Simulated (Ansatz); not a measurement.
# CsCaBr3: the cost of one run

Computed with Ansatz 0.2.0 (DFT r2SCAN, scalar-relativistic, plane waves, PAW, unless a step's input says otherwise).

**1. The structure to begin with**

Symmetry: Pm-3m, No. 221, cubic system. The conventional cell has a = 5.709 Å, b = 5.709 Å, c = 5.709 Å, α = 90.00°, β = 90.00°, γ = 90.00°. Cs (site symmetry m-3m) is surrounded by 12 Br at 4.04 Å. Ca (site symmetry m-3m) is surrounded by 6 Br at 2.85 Å. Br (site symmetry 4/mmm) has 2 Ca at 2.85 Å and 4 Cs at 4.04 Å as nearest neighbours.

As a file:

```cif
data_structure
_symmetry_space_group_name_H-M 'P 1'
_symmetry_Int_Tables_number 1
_cell_length_a 5.7087
_cell_length_b 5.7087
_cell_length_c 5.7087
_cell_angle_alpha 90.000
_cell_angle_beta 90.000
_cell_angle_gamma 90.000
_cell_volume 186.04
loop_
_atom_site_label
_atom_site_type_symbol
_atom_site_fract_x
_atom_site_fract_y
_atom_site_fract_z
_atom_site_occupancy
Cs1 Cs 0.00000 0.00000 0.00000 1
Ca1 Ca 0.50000 0.50000 0.50000 1
Br1 Br 0.50000 0.00000 0.50000 1
Br2 Br 0.00000 0.50000 0.50000 1
Br3 Br 0.50000 0.50000 0.00000 1
```

The structure comes from the Materials Project (structure only).

(A quick probe on a coarse mesh, which set the mesh and smearing, is not shown.)

**3. Full relaxation**

input.yaml reads:

```yaml
crystal:
  lattice:
    - [5.70866573, 0.0, 0.0]
    - [0.0, 5.70866573, 0.0]
    - [0.0, 0.0, 5.70866573]
  atoms:
    - { symbol: Cs, position: [0.0, 0.0, 0.0] }
    - { symbol: Ca, position: [0.5, 0.5, 0.5] }
    - { symbol: Br, position: [0.5, 0.0, 0.5] }
    - { symbol: Br, position: [0.0, 0.5, 0.5] }
    - { symbol: Br, position: [0.5, 0.5, 0.0] }
basis:
  ecutwfc: 500
kpoints:
  mp_grid: { grid: [4, 4, 4] }
hamiltonian:
  xc: r2scan
scf:
  occupations: { method: gaussian, width: 0.02 }
output:
  forces: true
  stress: true
  eigenvalues: true
  write_density: true
  write_potential: true
  elf: true
  volumetric_format: npy
relax:
  adjacent_minimum: "off"
  f_tol: 0.005
  max_steps: 80
  cell: { stress_tol: 0.05 }
```

On the command line:

```sh
> ansatz run input.yaml --threads 1 --pin off --max-ram 2560MiB --backend cpu --events-out ev --progress --plain --runs-dir out
```

**Question.** How long does this run take on 1 thread of Arm Neoverse V2, shared host, and how much memory does it need?

About 18 s, with a peak of 0.81 GiB.
